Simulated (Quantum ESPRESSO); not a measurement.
Crystal: Mo.

```
Mo
1.0
    -1.47000    1.47000    1.47000
     1.47000   -1.47000    1.47000
     1.47000    1.47000   -1.47000
Mo
1
Cartesian
  0.0000 0.0000 0.0000
```

The cell was built by a generator and needn't be a form met in nature.

Base run:

| Item | Value |
| --- | --- |
| Program | Quantum ESPRESSO 7.5 |
| Functional | LDA |
| Potentials or basis | GBRV 1.5 LDA |
| Cutoff | 612 eV |
| Density cutoff | 4898 eV |
| k mesh | 18 × 18 × 18 |
| Occupations | methfessel-paxton, width 0.1 eV |
| Spin | no spin polarisation |

Its results: band gap on the k mesh none (metal or under the smearing width); pressure 70.1 GPa.

Q: The run is repeated on the same cell with these changes: functional from LDA to PBEsol; potentials or basis from GBRV 1.5 LDA to GBRV 1.5 PBEsol. What comes out?

A: Band gap on the k mesh none (metal or under the smearing width); pressure 76.2 GPa.

Caveats: a pressure of tens of GPa on the cell as given is suspect, and the run, the potentials or the cell itself is likely at fault.
